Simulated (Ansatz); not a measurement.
# Two structures of TiH: comparison of enthalpies under pressure in Python

At what pressure does TiH change structure? A script is to give a comparison of enthalpies under pressure; the system is two structures of TiH.

Program: Ansatz 0.2.0, driven from Python. Level of theory: DFT PBEsol, plane waves, PAW. These are calculated values, not measurements.

### Step 1. The structure

TiH Fm-3m: It takes space group Fm-3m (No. 225, cubic). Conventional cell: a = 4.180 Å, b = 4.180 Å, c = 4.180 Å, α = 90.00°, β = 90.00°, γ = 90.00°. Around Ti (site symmetry m-3m) lie 6 H at 2.09 Å. Around H (site symmetry m-3m) lie 6 Ti at 2.09 Å.

TiH F-43m: It takes space group F-43m (No. 216, cubic). Conventional cell: a = 4.470 Å, b = 4.470 Å, c = 4.470 Å, α = 90.00°, β = 90.00°, γ = 90.00°. Around Ti (site symmetry -43m) lie 4 H at 1.94 Å. H (site symmetry -43m) has 4 Ti at 1.94 Å as nearest neighbours.

No structure file is read: the coordinates are typed or built in the script.

### Step 2. Script

tih_transition.py

```python
# -*- coding: utf-8 -*-
"""Enthalpies of two structures of TiH under pressure."""

import ansatz as az
import numpy as np
from tabulate import tabulate


def rocksalt(A, B, a):
    return (
        az.Lattice.fcc(a)
        .space_group(225)
        .atom(A, [0, 0, 0])
        .atom(B, [0.5, 0.5, 0.5])
        .primitive()
    )


def zincblende(A, B, a):
    return (
        az.Lattice.fcc(a)
        .space_group(216)
        .atom(A, [0, 0, 0])
        .atom(B, [0.25, 0.25, 0.25])
        .primitive()
    )


def solve(name, crystal, pressure=0.0):
    calc = (
        crystal.calculation()
        .functional("pbesol")
        .basis(500)
        .kpoints(spacing=0.15)
        .occupations("fermi_dirac", width=0.1)
    )
    calc = calc.relax(force_tolerance=0.01, max_steps=60, cell=True, pressure=pressure)
    return calc.run()


def volume_per_atom(outcome):
    return abs(np.linalg.det(outcome.lattice.cell_ang)) / len(outcome.lattice.sites)

phases = {}
phases["rocksalt"] = rocksalt("Ti", "H", 4.18)
phases["zincblende"] = zincblende("Ti", "H", 4.47)

# H = E + PV, with 1 eV per cubic angstrom equal to 160.2 GPa
pressures = [0, 20, 40, 60]
enthalpy, volume = {name: [] for name in phases}, {name: [] for name in phases}
for p in pressures:
    for name, crystal in phases.items():
        o = solve(name, crystal, pressure=p)
        volume[name].append(volume_per_atom(o))
        enthalpy[name].append(o.report["energy_sigma0_ev"] / len(o.lattice.sites) + p * volume[name][-1] / 160.21766)
gap = np.array(enthalpy["zincblende"]) - np.array(enthalpy["rocksalt"])
rows = [(p, va, vb, 1000 * d) for p, va, vb, d in zip(pressures, volume["rocksalt"], volume["zincblende"], gap)]
print(tabulate(rows, headers=["P (GPa)", "V rocksalt (A^3/atom)", "V zincblende (A^3/atom)", "H(zincblende) - H(rocksalt) (meV/atom)"], floatfmt=".4f", tablefmt="simple"))
crossings = [p0 - g0 * (p1 - p0) / (g1 - g0) for p0, p1, g0, g1 in zip(pressures, pressures[1:], gap, gap[1:]) if g0 * g1 < 0]
print("crossing near", [round(float(p), 1) for p in crossings], "GPa") if crossings else print("no crossing in this range")
```

### Step 3. What the engine is handed

The package turns the script's settings into the engine's input (first run):

```yaml
crystal:
  lattice:
    bravais: fcc
    a: 4.18
  space_group: 225
  atoms:
    - { symbol: Ti, position: [0.0, 0.0, 0.0] }
    - { symbol: H, position: [0.5, 0.5, 0.5] }
  reduce_to_primitive: true
basis:
  ecutwfc: 500.0
kpoints:
  mp_grid:
    kspacing: 0.15
hamiltonian:
  xc: pbesol
scf:
  occupations:
    method: fermi_dirac
    width: 0.1
relax:
  f_tol: 0.01
  max_steps: 60
  cell:
    p_target: 0.0
```

### Step 4. Launch

The run is started by

```console
$ python tih_transition.py
```

The log of the run:

```text
  P (GPa)    V rocksalt (A^3/atom)    V zincblende (A^3/atom)    H(zincblende) - H(rocksalt) (meV/atom)
---------  -----------------------  -------------------------  ----------------------------------------
        0                   8.9004                     9.8967                                   46.3588
       20                   7.9799                     8.7888                                  156.8676
       40                   7.3699                     8.0817                                  250.8817
       60                   6.9174                     7.5642                                  335.0592
no crossing in this range
```

Run time: 1.9 min. Hardware: 1 thread of Arm Neoverse V2, shared host; peak memory 0.48 GiB.

### Step 5. What each run gave

From the records of these 8 runs:

| run | space group at the end | pressure asked (GPa) | energy from run 1 (meV/atom) | final volume (Å³/atom) | pressure (GPa) | SCF cycles in all | CPU time (s) |
| --- | --- | --- | --- | --- | --- | --- | --- |
| 1 | Fm-3m | 0 | 0.00 | 8.90 | -0.01 | 24 | 10 |
| 2 | F-43m | 0 | 46.36 | 9.90 | -0.04 | 26 | 14 |
| 3 | Fm-3m | 20 | 51.64 | 7.98 | 19.98 | 25 | 9.9 |
| 4 | F-43m | 20 | 107.52 | 8.79 | 19.96 | 32 | 18 |
| 5 | Fm-3m | 40 | 163.05 | 7.37 | 39.99 | 29 | 11 |
| 6 | F-43m | 40 | 236.23 | 8.08 | 39.97 | 31 | 17 |
| 7 | Fm-3m | 60 | 302.77 | 6.92 | 59.99 | 31 | 12 |
| 8 | F-43m | 60 | 395.60 | 7.56 | 60.00 | 32 | 18 |

Energies are extrapolated to zero smearing width, as in the script. 

Enthalpy H = E + pV of the second structure less the first:

| pressure (GPa) | ΔH (meV/atom) |
| --- | --- |
| 0 | 46.4 |
| 20 | 156.9 |
| 40 | 250.9 |
| 60 | 335.1 |

### Step 6. How the relaxation of run 4 went

The steps of the relaxation:

| step | energy from step 1 (eV/cell) | largest force component (eV/Å) | pressure (GPa) | volume (Å³) |
| --- | --- | --- | --- | --- |
| 1 | 0.0000 | 0.0000 | -12.81 | 22.33 |
| 2 | -0.1056 | 0.0000 | 4.15 | 19.22 |
| 3 | 0.0945 | 0.0000 | 27.11 | 17.01 |
| 4 | 0.0044 | 0.0000 | 19.25 | 17.64 |
| 5 | 0.0122 | 0.0000 | 19.99 | 17.58 |
| 6 | 0.0129 | 0.0000 | 19.96 | 17.58 |

Step 1 is the start. Step 6 repeats the geometry before it on a plane-wave basis chosen anew for that cell, so its energy need not be comparable with the rows above.

Lengths and angles in the start's conventional setting:

«Before» is this run's own start.

|  | before | after | change |
| --- | --- | --- | --- |
| a (Å) | 4.470 | 4.127 | -7.7 % |
| b (Å) | 4.470 | 4.127 | -7.7 % |
| c (Å) | 4.470 | 4.127 | -7.7 % |
| volume (Å³/atom) | 11.16 | 8.79 | -21.3 % |
| shortest distance (Å) | 1.936 | 1.787 | -7.7 % |
| space group (0.01 Å) | F-43m | F-43m | same |

Forces and stress were held to the start's 24 operations: a distortion of lower symmetry was not tested.

Under a set pressure the enthalpy E + pV is minimised, so E itself may rise.

### Step 7. Path of the relaxation of run 7

Relaxation path:

| step | E - E(step 1) (eV/cell) | largest force component (eV/Å) | pressure (GPa) | volume (Å³) |
| --- | --- | --- | --- | --- |
| 1 | 0.0000 | 0.0000 | -3.62 | 18.26 |
| 2 | 0.1325 | 0.0000 | 23.46 | 15.72 |
| 3 | 0.7715 | 0.0000 | 71.01 | 13.42 |
| 4 | 0.5822 | 0.0000 | 58.59 | 13.89 |
| 5 | 0.6030 | 0.0000 | 60.00 | 13.83 |
| 6 | 0.6039 | 0.0000 | 59.99 | 13.83 |

Step 1 is the start. Step 6 repeats the geometry before it on a plane-wave basis chosen anew for that cell, so its energy need not be comparable with the rows above.

Lengths and angles in the start's conventional setting:

«Before» is this run's own start.

|  | before | after | change |
| --- | --- | --- | --- |
| a (Å) | 4.180 | 3.811 | -8.8 % |
| b (Å) | 4.180 | 3.811 | -8.8 % |
| c (Å) | 4.180 | 3.811 | -8.8 % |
| volume (Å³/atom) | 9.13 | 6.92 | -24.2 % |
| shortest distance (Å) | 2.090 | 1.905 | -8.8 % |
| space group (0.01 Å) | Fm-3m | Fm-3m | same |

Forces and stress were held to the start's 48 operations: a distortion of lower symmetry was not tested.

Under a set pressure the enthalpy E + pV is minimised, so E itself may rise.

### Step 8. What came out

```
                  quantity              value
             runs compared                  8
crossing of the enthalpies  none in the range
```

**Reading.** The first structure (Fm-3m) stays lower over the whole range, and pressure widens its lead. In run 4, over 4 moves the cell shrank by 21.3 % in volume under the 20 GPa asked, and the space group stayed F-43m. In run 7, over 4 moves the cell shrank by 24.2 % in volume under the 60 GPa asked, and the space group stayed Fm-3m. Reading the output:
- At a fixed pressure a relaxation lowers the enthalpy F + PV, while F alone can rise.
- Only these two structures are compared, at zero temperature and with their symmetry kept; either may be hypothetical, and another phase may be lower than both. Differences under 10 to 15 meV an atom lie within the error of mesh and functional.
- The cells are prototypes set up for this calculation and needn't exist.
